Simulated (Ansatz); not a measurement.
The same calculation of TlIn (distorted cell) as a Python script and as an input file (Ansatz 0.2.0, Python API).

Typed at the interpreter:
```pycon
>>> from dataclasses import dataclass
>>> from pathlib import Path
>>> import ansatz as az
>>> import numpy as np
>>> from pymatgen.core import Structure
>>> @dataclass
... class Settings:
...     k_density: float = 2.1
...     filling: str = "fermi_dirac"
...     sigma: float = 0.1
...     xc: str = "r2scan"
...
>>> settings = Settings()
>>> structure = (
...     az.Lattice.of([1.75758, 0.97525, 5.64793], [-1.63697, 0.95401, 5.61477], [0.04191, -2.01622, 5.64672])
...     .atom("Tl", [0.51352, 0.42112, 0.58138])
...     .atom("In", [0.95803, 0.00977, 0.98817])
... )
>>> structure.resolved().tree()["lattice"]
((1.75758, 0.97525, 5.64793), (-1.63697, 0.95401, 5.61477), (0.04191, -2.01622, 5.64672))
>>> job = structure.calculation()
>>> job = job.kpoints(density=settings.k_density)
>>> job = job.occupations(settings.filling, width=settings.sigma)
>>> job = job.functional(settings.xc).potential_components()
>>> job = job.forces()
>>> result = job.run(threads=1)
DeckWarning: basis.ecutwfc = 500 eV, auto-derived from the records' recommended cutoffs: set by Tl (their level for a meta-GGA)
>>> r = result.report
>>> r["n_kpoints"], r["n_symmetry_ops"], r["n_pw"]
(63, 1, 1451)
>>> [(site.symbol, site.position_frac.round(4).tolist()) for site in result.lattice.sites]
[(<Element.TL: 'Tl'>, [0.5135, 0.4211, 0.5814]), (<Element.IN: 'In'>, [0.958, 0.0098, 0.9882])]
>>> r["published_state_doubts"]
[]
>>> print("%-22s %14.5f eV" % ("F = E - TS", r["free_energy_ev"]))
F = E - TS               -17070.20706 eV
>>> print("%-22s %14.5f eV" % ("E", r["internal_energy_ev"]))
E                        -17070.16824 eV
>>> print("%-22s %14.5f eV" % ("Harris-Foulkes", r["harris_foulkes_ev"]))
Harris-Foulkes           -17070.20706 eV
>>> print("%-22s %14.5f eV" % ("Fermi level", r["fermi_energy_ev"]))
Fermi level                   9.97657 eV
>>> folder = Path(result.write_results("parts"))
>>> text = (folder / "v_comp_z.tsv").read_text().splitlines()
>>> rows = np.array([line.split() for line in text if not line.startswith("#")], dtype=float)
>>> print(text[0])
# z_ang	v_loc[eV]	v_h[eV]	v_xc[eV]
>>> print(np.array2string(rows[:: max(len(rows) // 12, 1)], precision=3, suppress_small=True))
[[  0.      1.14    3.41  -10.871]
 [  0.48    5.185   0.139 -10.33 ]
 [  0.959  10.235  -3.739  -9.755]
 [  1.439  14.04   -6.388  -9.318]
 [  1.919  14.251  -6.735  -9.482]
 [  2.398  10.906  -4.846 -10.101]
 [  2.878   6.485  -1.698 -10.777]
 [  3.358   2.717   1.293 -11.249]
 [  3.837   0.4     3.109 -11.462]
 [  4.317  -0.863   3.874 -11.461]
 [  4.797  -1.371   4.385 -11.418]
 [  5.277  -1.127   4.848 -11.332]
 [  5.756  -0.072   4.357 -11.079]]
>>> lines = ["| quantity | value |", "|---|---|"]
>>> lines.append(f"| free energy per atom | {r['free_energy_ev'] / len(result.lattice.sites):.4f} eV |")
>>> lines.append(f"| Fermi level | {r['fermi_energy_ev']:.3f} eV |")
>>> lines.append(f"| volume per atom | {r['setup']['cell_volume_ang3'] / len(result.lattice.sites):.3f} A^3 |")
>>> lines.append(f"| valence electrons | {r['n_electrons']:g} |")
>>> Path("summary.md").write_text("\n".join(lines) + "\n")
159
>>> final = Structure(result.lattice.cell_ang, [s.symbol for s in result.lattice.sites], [s.position_frac for s in result.lattice.sites])
>>> for index, (site, neighbours) in enumerate(zip(final, final.get_all_neighbors(5.5))):
...     first = min(n.nn_distance for n in neighbours)
...     shell = [n for n in neighbours if n.nn_distance < 1.2 * first]
...     mean = sum(n.nn_distance for n in shell) / len(shell)
...     print(f"atom {index} {site.specie.symbol}: {len(shell)} neighbours within 1.2 of the shortest distance, mean {mean:.3f} A")
...
atom 0 Tl: 9 neighbours within 1.2 of the shortest distance, mean 3.338 A
atom 1 In: 9 neighbours within 1.2 of the shortest distance, mean 3.338 A
>>> atom = int(np.linalg.norm(r["forces_ev_ang"], axis=1).argmax())
>>> print("force on atom", atom, "by term (eV/A)")
force on atom 0 by term (eV/A)
>>> for term, rows in r["force_terms_ev_ang"].items():
...     if np.abs(rows[atom]).max() > 1e-6:
...         print(f"  {term:26s}", np.round(rows[atom], 4))
...
  ewald                      [  -5.683     5.2369 -166.5003]
  local_pseudopotential      [  5.4794  -5.0617 163.937 ]
  nonlocal_pseudopotential   [ 0.084  -0.0987  1.0608]
  augmentation               [ 0.0084 -0.0058  0.2269]
  nlcc                       [ 0.0145 -0.0106  0.1886]
  augmentation_tail          [0. 0. 0.]
  scf_correction             [ 0.     -0.0001  0.0011]
>>> print("net force on the cell:", np.round(np.sum(r["forces_ev_ang"], axis=0), 6) + 0.0)
net force on the cell: [-2.0e-06  3.0e-06 -2.1e-05]
>>> if result.unlabelled_reasons:
...     print("not a label:", result.unlabelled_reasons)
... else:
...     print(result.training_frame().splitlines()[0], "atoms in the frame")
...
2 atoms in the frame
```

`input.yaml`:
```yaml
crystal:
  lattice:
    - [1.75758, 0.97525, 5.64793]
    - [-1.63697, 0.95401, 5.61477]
    - [0.04191, -2.01622, 5.64672]
  atoms:
    - { symbol: Tl, position: [0.51352, 0.42112, 0.58138] }
    - { symbol: In, position: [0.95803, 0.00977, 0.98817] }
kpoints:
  mp_grid: { kspacing: 0.4761904761905 }
hamiltonian:
  xc: r2scan
scf:
  occupations: { method: fermi_dirac, width: 0.1 }
output:
  write_potential_components: true
  forces: true
```

On the command line:
```console
$ ansatz run input.yaml --threads 1 --pin off --max-ram 3072MiB --backend cpu --events-out ev --progress --plain --runs-dir out
basis.fft_grid_basis auto: the FFT boxes are laid along the combinations [[1, -1, 0], [0, 1, 0], [0, -1, 1]] of the cell's own vectors, 3.395, 5.926 and 3.412 Å long. The dense box has 25×45×25 points. Along the cell's own vectors, as sized, it would have 45×45×45, 3.24 times as many. basis.fft_grid_basis: typed keeps the cell's own vectors: state it where this run's energies or levels are differenced outside the engine with another run's, or held beside a run that keeps those vectors. Those combinations have planes normal to reciprocal vector 3, as the cell's own vectors have. Each planar average written beside output.write_potential_components has a row for each plane of the box: 25. The volumetric files lie along those combinations, not along the cell's own vectors: a cube or XSF file states them, and fields.json those of NumPy files.
Engine: ansatz 0.2.0, aarch64-unknown-linux-gnu
Pseudopotentials: kind: paw
Pseudopotential: Tl, paw, valence charge 13, recommended cutoff 500 eV (meta_gga), Tl.paw.azcp
Pseudopotential: In, paw, valence charge 13, recommended cutoff 500 eV (meta_gga), In.paw.azcp
Functional definition: r2SCAN
  parameter k0 = 0.174
  parameter k1 = 0.065
  parameter a1 = 4.9479
  exchange = r2scan_x(k0 = k0, k1 = k1, a1 = a1)
  correlation = r2scan_c
Crystal: 2 atoms, lattice volume = 57.024 Å³
Basis set: ecut = 500 eV, 1451 PW (Γ), FFT grids on a1−a2, a2, −a2+a3, exchange–correlation on 100×180×100 points (64 copies of the dense FFT grid, shifted against one another)
Bands: 17, of which v1, the nominal top of the filled ones, is band 13 counted from 1 (12 counted from 0)
Symmetry: 1 space group operations
Space group: P1 (ITA 1), of the structure as read, at distance tolerance 3.8e-5 Å
k-points: 63 of 125 (time reversal used)
Non-local potential: Tl, projectors of the file, l = 0: 2, l = 1: 2, l = 2: 2, l = 3: 1
Non-local potential: In, projectors of the file, l = 0: 2, l = 1: 2, l = 2: 2, l = 3: 2
PAW form: soft (Blöchl's): semilocal exchange-correlation on the pseudo side does not see the compensation charge
PAW frozen core: Tl, regenerated for the run's functional (the file was generated under x = pbe(κ = 0.804, μ = 0.2195149727645171), c = pbe(β = 0.06672455060314922))
PAW frozen core: In, regenerated for the run's functional (the file was generated under x = pbe(κ = 0.804, μ = 0.2195149727645171), c = pbe(β = 0.06672455060314922))
PAW one-centre angular grid: Tl, 590 points (default); XC on 160 Gauss nodes
PAW one-centre angular grid: In, 590 points (default); XC on 289 of its mesh's 2783 points in the sphere
Initial density: superposition of atomic densities (neutral atoms: chi_scale 0, normalization atom), corrected by the library's trained network
Initial wavefunctions: pseudopotential atomic-orbital guess
Functional: x = r2scan, c = r2scan; τ floored in thin density (d = 2e-4 eV/Å³)
SCF iter   1: F=—  HF=-17070.206610 eV  |F-HF|=—  |Δ(HF+E_count)|=         —  Δρ=7.92e-3  dr2=3.14e-2  dr2_τ=8.23e-3  ethr=1.77e-3  ⟨swp⟩=6.1  Hψ=5728  notcnv=0
preconditioner: auto → Kerker (q_TF=auto, 2.394 Å⁻¹)  [metal: Δε(μ)=0.024 eV  Ē_g=15.564 eV  σ=0.100 eV  W_gap=0.06  n_scr=16 (ndim 8)  ℏωp=25.1 eV  f_vac=0.000  D(μ)=1.27/eV (n_scr^D=2)]
SCF iter   2: F=—  HF=-17070.207588 eV  |F-HF|=—  |Δ(HF+E_count)|=   9.78e-4  Δρ=3.27e-3  dr2=7.74e-3  dr2_τ=3.84e-4  ethr=1.21e-4  ⟨swp⟩=3.0  Hψ=2627  notcnv=0
SCF iter   3: F=—  HF=-17070.206796 eV  |F-HF|=—  |Δ(HF+E_count)|=   7.91e-4  Δρ=8.79e-4  dr2=1.24e-3  dr2_τ=9.10e-6  ethr=2.98e-5  ⟨swp⟩=2.5  Hψ=1898  notcnv=0
SCF iter   4: F=—  HF=-17070.207030 eV  |F-HF|=—  |Δ(HF+E_count)|=   2.33e-4  Δρ=4.06e-4  dr2=1.71e-4  dr2_τ=3.84e-6  ethr=4.77e-6  ⟨swp⟩=2.9  Hψ=1916  notcnv=0
SCF iter   5: F=—  HF=-17070.207047 eV  |F-HF|=—  |Δ(HF+E_count)|=   1.72e-5  Δρ=1.26e-4  dr2=2.42e-5  dr2_τ=1.63e-7  ethr=6.58e-7  ⟨swp⟩=2.9  Hψ=1898  notcnv=0
SCF iter   6: F=—  HF=-17070.207058 eV  |F-HF|=—  |Δ(HF+E_count)|=   1.14e-5  Δρ=5.88e-5  dr2=1.68e-6  dr2_τ=6.53e-8  ethr=9.30e-8  ⟨swp⟩=3.0  Hψ=1993  notcnv=0
SCF iter   7: F=—  HF=-17070.207060 eV  |F-HF|=—  |Δ(HF+E_count)|=   1.45e-6  Δρ=1.41e-5  dr2=1.79e-7  dr2_τ=4.54e-9  ethr=6.48e-9  ⟨swp⟩=2.4  Hψ=1872  notcnv=0
SCF iter   8: F=-17070.207060 eV  HF=-17070.207060 eV  |F-HF|=1.52e-9  |Δ(HF+E_count)|=   1.58e-7  Δρ=3.45e-6  dr2=1.39e-8  dr2_τ=3.35e-10  ethr=3.85e-10  ⟨swp⟩=9.6  Hψ=7727  notcnv=0
SCF 1 converged in 8 iterations: F = -17070.207060 eV  dr2 = 1.39e-8
  greatest PAW one-centre occupation: 0.982 electrons in one spin orbital (limit 2), on the In atom at site 1 (counted from 0), in its partial waves of l = 2
SCF converged after 8 iterations
Free energy (F): -17070.207060 eV
Harris-Foulkes:  -17070.207060 eV  (|F-HF|=1.52e-9)
Internal energy: -17070.168244 eV  (E = F + TS)
E sigma→0 (E₀):  -17070.187652 eV
Entropy (-TS):   -0.038816 eV (-19.408 meV/atom)
Fermi energy:    9.976567 eV
--- Per-component energies (eV) ---
  E_band       = -44.915313
  E_kinetic    = 575.837620
  E_local      = -2062.067600  (includes V_loc(G=0)·N_el)
  E_nonlocal   = 683.654055
  E_hartree    = 794.696109
  E_xc         = -420.372385
  E_vxc        = -264.687042  (∫ρ·V_xc dr)
  E_paw        = -14372.663148  (= ΣΔE_a)
  E_vpaw       = -586.798633  (= ΣTr[D̂ρ^β])
  E_aug_tail   = 0.000025  (compensation charges beyond the density's cutoff)
  E_vtau       = 19.753934  (kinetic-family band-sum trace: ∫τ·v_τ [+ j·A + Jᵃ·Aᵃ] dr)
  E_ewald      = -2271.258227
  E_core_change = 2.005307  (= ΣΔE_core)
  E_smearing   = -0.038816  (= −TS)
  E_closure    = 0.000000  (closes the sum)
  Σ components = -17070.207060   (vs F -17070.207060, Δ=0.00e0)
--- Forces (eV/Å), atoms counted from 1 ---
  atom   1  Tl    -0.09666461     0.06004527    -1.08570696
  atom   2  In     0.09666244    -0.06004226     1.08568632
  max |Σ_I F_I| component: 2.06e-5 eV/Å
--- Band table (eV; the first three rows and the last of 63) ---
  k-point 0: bands = ["-5.5702", "-5.5088", "-5.4804", "-5.3703", "-5.3655", "-2.6389", "-2.5106", "-2.4586", "-2.1808", "-2.1698", "-0.5228", "4.7709", "6.7713", "18.0684", "18.2221", "19.6886", "20.1374"]
  k-point 1: bands = ["-5.5575", "-5.4844", "-5.4205", "-5.4026", "-5.3775", "-2.6149", "-2.4546", "-2.3153", "-2.3031", "-2.1944", "0.2912", "5.2045", "7.8950", "13.0648", "15.8620", "16.6282", "18.3035"]
  k-point 2: bands = ["-5.6101", "-5.5061", "-5.4035", "-5.3752", "-5.2628", "-2.7375", "-2.5010", "-2.2490", "-2.2299", "-2.0352", "2.6978", "6.2166", "8.3633", "10.6441", "11.1415", "15.0137", "15.3789"]
  k-point 62: bands = ["-5.6082", "-5.5152", "-5.4049", "-5.3740", "-5.2609", "-2.7291", "-2.5064", "-2.2444", "-2.2190", "-2.0322", "3.0673", "5.5137", "7.7328", "11.6360", "13.0376", "14.2648", "14.7410"]
```

Notes:
- Total energies depend on the potentials; only differences at equal settings carry meaning.
- The mesh is modest for a metal, so energies can be off by several to tens of meV an atom and pressures by half a GPa or more; differences at equal mesh fare better.
- Only differences from the Fermi energy are physical; the zero of the scale is a convention.
- Spin-orbit coupling, which matters for elements this heavy, is left out.
- The cell is a database structure, distorted on purpose.
- Warnings are shown shortened and without file and line.
- The whole script took 18 s on 1 thread of Arm Neoverse V2 (shared host), peak memory 0.56 GiB.

(Lines on the test bed's own set-up are left out of the output.)
